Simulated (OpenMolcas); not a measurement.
# As2 (SMILES [As]#[As]): TPSSh/ANO-RCC-VTZP (DKH8)

What is the vertical ionisation energy of As2 at TPSSh/ANO-RCC-VTZP (DKH8)? 

Program for the calculation: OpenMolcas 26.06.

## (1) The molecule

As2 has 2 atoms, charge 0, and is taken as a singlet. As SMILES, `[As]#[As]`. The shape is that of a PBE0-D4/def2-TZVP optimisation.

Bond lengths: As1–As2 2.089 Å.

## (2) A single-point energy at TPSSh/ANO-RCC-VTZP (DKH8)

File job.input:

```
&GATEWAY
Coord
2
bohr
As     0.00000000     0.00000000     0.00468652
As     0.00000000     0.00000000     3.95234329
Basis
ANO-RCC-VTZP
Group
NoSym
&SEWARD
Relativistic
R08O02
Expert
&SCF
KSDFT
HYB_MGGA_XC_TPSSH
PrOrbitals
1 1
```

Launch:

```bash
$ export MOLCAS_MEM=1860
$ pymolcas job.input > job.log
```

What it wrote:

```text
--- Start Module: gateway ---
[...]
--- Stop Module: gateway /rc=_RC_ALL_IS_WELL_ ---
--- Start Module: seward ---
[...]
 ###    WARNING:  EXPERT option is ON!                                       ###
 ###############################################################################
               SEWARD will generate:
[...]
      Basis functions           86
--- Stop Module: seward /rc=_RC_ALL_IS_WELL_ ---
[...]
--- Start Module: scf ---
[...]
       Convergence after   9 Iterations
[...]
::    Total KS-DFT energy                           -4521.5893884274
[...]
      Total spin, S                                     0.0000000000
[...]
      Total electronic charge=   66.000000
      Total            charge=   -0.000000
[...]
      Dipole Moment (debye):
      Origin of the operator (angstrom)=    0.0000    0.0000    1.0470
                   X=  2.0746E-11               Y= -2.1134E-11               Z= -1.7096E-06           Total=  1.7096E-06
      Quadrupole Moment (debye*angstrom):
[...]
--- Stop Module: scf /rc=_RC_ALL_IS_WELL_ ---
[...]
```

Wall time 16 s (1 thread of Arm Neoverse V2, shared host); peak memory 0.52 GiB.

## (3) The doublet cation

File job.input:

```
>>> EXPORT MOLCAS_PRINT=2
&gateway
coord
2
bohr
As     0.00000000     0.00000000     0.00468652
As     0.00000000     0.00000000     3.95234329
basis=ANO-RCC-VTZP
group=NoSym
&seward
relativistic=R08O02
expert
&scf
uhf
charge=1
spin=2
ksdft=HYB_MGGA_XC_TPSSH
prorbitals=1 1
```

Launch:

```bash
$ export MOLCAS_MEM=1860
$ pymolcas job.input > job.log
```

What it wrote:

```text
--- Start Module: gateway ---
[...]
--- Stop Module: gateway /rc=_RC_ALL_IS_WELL_ ---
--- Start Module: seward ---
[...]
 ###    WARNING:  EXPERT option is ON!                                       ###
 ###############################################################################
               SEWARD will generate:
[...]
      Basis functions           86
--- Stop Module: seward /rc=_RC_ALL_IS_WELL_ ---
[...]
--- Start Module: scf ---
[...]
       Convergence after  21 Iterations
[...]
::    Total KS-DFT energy                           -4521.2330127797
[...]
      Total spin, S                                     0.5013356280
[...]
      Total electronic charge=   65.000000
      Total            charge=    1.000000
[...]
      Dipole Moment (debye):
      Origin of the operator (angstrom)=    0.0000    0.0000    1.0470
                   X= -4.9686E-12               Y= -8.3857E-12               Z=  9.5973E-07           Total=  9.5973E-07
      Center of Charge (angstrom)
[...]
--- Stop Module: scf /rc=_RC_ALL_IS_WELL_ ---
[...]
```

Run time: 27 s. Hardware: 1 thread of Arm Neoverse V2, shared host; peak memory 0.52 GiB.

## (4) What came out

Level: TPSSh/ANO-RCC-VTZP (DKH8).

```
                                          quantity           value
                         singlet As2: total energy  -4521.58939 Eh
                        singlet As2: dipole moment          0.00 D
                          singlet As2: HOMO energy        -6.97 eV
                          singlet As2: LUMO energy        -3.07 eV
                        singlet As2: HOMO–LUMO gap         3.90 eV
                      doublet cation: total energy  -4521.23301 Eh
doublet cation: HOMO energy (highest over α and β)       -13.55 eV
 doublet cation: LUMO energy (lowest over α and β)       -12.44 eV
                              doublet cation: ⟨S²⟩           0.753
vertical ionisation energy (to the doublet cation)        9.697 eV
```

In words: This program's gradients are faulty for this kind of reference, so any forces in the log (doublet cation) can't be trusted; the energy can. The vertical ionisation energy comes to 9.70 eV (224 kcal/mol). −ε(HOMO) before ionisation, 6.97 eV, is 2.73 eV below this ionisation energy.
